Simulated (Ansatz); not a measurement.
**Si4H8: up Jacob's ladder to CCSD(T)**

Aim: compute Si4H8 with functionals from several rungs and with coupled cluster, and see how far each lands from CCSD(T) at the basis-set limit for the atomisation energy.

The runs use Ansatz 0.2.0, Gaussian basis; functionals in def2-TZVPP, the program's frozen cores in correlated methods.

Levels to be run: LDA (SPW92), PBE-D4, revPBE-D4, BLYP-D4, r2SCAN-D4, B97M-V, PBE0-D4, B3LYP-D4, r2SCANh-D4, r2SCAN0-D4, HSE06-D4, BHLYP-D4, CAM-B3LYP-D4, LC-ωPBE, ωB97X-V, ωB97M-V, B2PLYP, PBE-QIDH; CCSD(T)/def2-SVP; CCSD(T)/def2-TZVPP; MP2/def2-QZVPP; extrapolation to the limit; RPA on PBE.

## (1) The relaxed structure

An earlier PBE0-D4 in a triple-zeta def2 set relaxation fixed the geometry.

12 atoms, charge 0, spin multiplicity 1.

Atoms are counted from 1 here; the program's logs count them from 0.

Bond lengths: Si1–Si2 2.364 Å, Si1–Si4 2.364 Å, Si1–H5 1.490 Å, Si1–H6 1.490 Å, Si2–Si3 2.364 Å, Si2–H7 1.489 Å, Si2–H8 1.490 Å, Si3–Si4 2.364 Å, Si3–H9 1.490 Å, Si3–H10 1.490 Å, Si4–H11 1.490 Å, Si4–H12 1.489 Å. Angles: Si2–Si1–Si4 90.0°, Si2–Si1–H5 114.3°, Si2–Si1–H6 114.4°, Si4–Si1–H5 114.3°, Si4–Si1–H6 114.4°, H5–Si1–H6 108.6°, Si1–Si2–Si3 90.0°, Si1–Si2–H7 114.3°, Si1–Si2–H8 114.4°, Si3–Si2–H7 114.3°, Si3–Si2–H8 114.4°, H7–Si2–H8 108.7°, Si2–Si3–Si4 90.0°, Si2–Si3–H9 114.4°, Si2–Si3–H10 114.4°, Si4–Si3–H9 114.4°, Si4–Si3–H10 114.3°, H9–Si3–H10 108.6° and more.

## (2) LDA

This LDA is Slater exchange with PW92 correlation.

Contents of in.yaml:

```yaml
crystal:
  periodic: [false, false, false]
  atoms:
    - {symbol: Si, position_ang: [-0.258230, -1.504336, 0.682691]}
    - {symbol: Si, position_ang: [1.219633, -0.639451, -0.947730]}
    - {symbol: Si, position_ang: [0.260454, 1.505056, -0.680315]}
    - {symbol: Si, position_ang: [-1.221341, 0.638909, 0.945869]}
    - {symbol: H, position_ang: [0.414895, -2.028118, 1.903846]}
    - {symbol: H, position_ang: [-1.197007, -2.542844, 0.173858]}
    - {symbol: H, position_ang: [1.044683, -1.224283, -2.306394]}
    - {symbol: H, position_ang: [2.659851, -0.719872, -0.576251]}
    - {symbol: H, position_ang: [1.201176, 2.539146, -0.166184]}
    - {symbol: H, position_ang: [-0.409133, 2.035056, -1.900774]}
    - {symbol: H, position_ang: [-1.055355, 1.225281, 2.305017]}
    - {symbol: H, position_ang: [-2.659645, 0.715467, 0.566357]}
basis:
  gaussian: {orbitals: def2-TZVPP}
hamiltonian: {xc: lda}
output: {orbitals: {seedname: orbitals}}
```

Launch:

```sh
$ ansatz run in.yaml --threads 4 --pin off --events-out ev --progress --plain --max-ram 10444MiB
```

Further steps of the session: PBE-D4 (GGA); revPBE-D4 (GGA); BLYP-D4 (GGA); r2SCAN-D4 (meta-GGA); B97M-V (meta-GGA); B3LYP-D4 (hybrid); r2SCANh-D4 (hybrid); r2SCAN0-D4 (hybrid); HSE06-D4 (hybrid); BHLYP-D4 (hybrid); CAM-B3LYP-D4 (range-separated); LC-ωPBE (range-separated); ωB97X-V (range-separated); ωB97M-V (range-separated); B2PLYP (double hybrid); PBE-QIDH (double hybrid); CCSD(T) in def2-SVP; CCSD(T) in def2-TZVPP; MP2 in def2-QZVPP; RPA on PBE orbitals.

Before running them: what should the planned runs give, taken together? Wanted: atomisation energy, CCSD(T)/CBS; farthest beyond LDA; mean size of error, GGA; mean size of error, meta-GGA; mean size of error, hybrid; mean size of error, range-separated; mean size of error, double hybrid; gap, smallest and largest; T1 diagnostic.

As calculated:

```
                               quantity                                                               value
        atomisation energy, CCSD(T)/CBS                                                       3489.5 kJ/mol
 functionals within 17.4 kJ/mol (0.5 %)  r2SCAN-D4, B3LYP-D4, r2SCANh-D4, r2SCAN0-D4, CAM-B3LYP-D4, ωB97M-V
                    farthest beyond LDA                                               B2PLYP (-78.6 kJ/mol)
                mean size of error, GGA                                                         60.1 kJ/mol
           mean size of error, meta-GGA                                                         23.1 kJ/mol
             mean size of error, hybrid                                                         20.9 kJ/mol
    mean size of error, range-separated                                                         30.8 kJ/mol
      mean size of error, double hybrid                                                         61.6 kJ/mol
              gap, smallest and largest                           4.31 eV (LDA (SPW92)), 10.67 eV (LC-ωPBE)
                          T1 diagnostic                                                              0.0148
triples share of the correlation energy                                                               4.0 %
```

In words: LDA overbinds by 349.4 kJ/mol (10 %). PBE-D4 is off by -36.8 kJ/mol. Double hybrids carry the basis error of their MP2 part in triple zeta, and no dispersion term here, so their miss is partly the set-up's. By mean error the best rung here is hybrid (20.9 kJ/mol) and the worst beyond LDA is double hybrid (61.6 kJ/mol). GGA functionals lie within the reference's doubt of that worst mean (60.1 kJ/mol), so those two tie. The gap between the best rungs is small, so their order is not settled. The reference freezes the cores and leaves out relativity and excitations past (T), so misses under about 17.4 kJ/mol can't be ranked. Hartree-Fock recovers 76 % of the binding; the rest is correlation. CCSD(T) in def2-SVP is off by -261.2 kJ/mol, so the small basis spoils what the method gains. Orbital gaps span 4.3 to 10.7 eV; exact exchange widens them.
